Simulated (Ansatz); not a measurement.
## TaTl in Ansatz: convergence with k mesh

The system is TaTl.

```xyz
2
Lattice="3.4722 0.0000 0.0000 0.0000 3.4722 0.0000 0.0000 0.0000 4.2905" Properties=species:S:1:pos:R:3 pbc="T T T"
Ta    1.7361    1.7361    2.1452
Tl    0.0000    0.0000    0.0000
```

The cell was built by a generator and needn't be a form met in nature.

* Program: Ansatz 0.2.0
* Task: convergence study
* Functional: r2SCAN
* Potentials or basis: JTH PAW
* Cutoff: 1800 eV (not typed: the program's choice for these potentials)
* k mesh: 3 × 3 × 2
* Occupations: gaussian, width 0.1 eV
* Spin: no spin polarisation

These are the settings of the first run; the series varies k mesh, with any setting tied to it.

Hardware: 2 threads of Arm Neoverse V1, with other jobs on the host.

```
      k mesh  energy less the tightest run, at zero smearing (meV/atom)  pressure (GPa)  SCF cycles  CPU time (s)  peak memory (GiB)
   3 × 3 × 2                                                     182.95          -19.51          10            13                  1
   3 × 3 × 3                                                      27.16          -18.20           8            12                  1
   4 × 4 × 3                                                      69.67          -19.00           9            17                1.1
   5 × 5 × 4                                                     -11.75          -19.12           8            21                1.1
   6 × 6 × 5                                                      -1.50          -19.15           9            31                1.2
   7 × 7 × 6                                                      10.28          -19.03           9            39                1.2
   9 × 9 × 7                                                      -3.18          -19.12           9            55                1.3
 11 × 11 × 9                                                       0.69          -19.04           9            89                1.4
13 × 13 × 10                                                       0.00          -19.14           9           140                1.7
```

Against the tightest run, the energy stays within 1 meV/atom from 11 × 11 × 9 on. Not settled before the last step: the pressure (to 0.1 GPa). Meshes of other sizes hit other points, so gaps and Fermi surfaces needn't settle smoothly. The tightest run that finished is the yardstick and may itself not be fully converged.

Caveat, for the tightest run too: so large a pressure means that the cell lies far from this level's equilibrium, or that cutoff or potentials fall short. Spin-orbit coupling is left out, which matters for the levels of Ta, Tl.
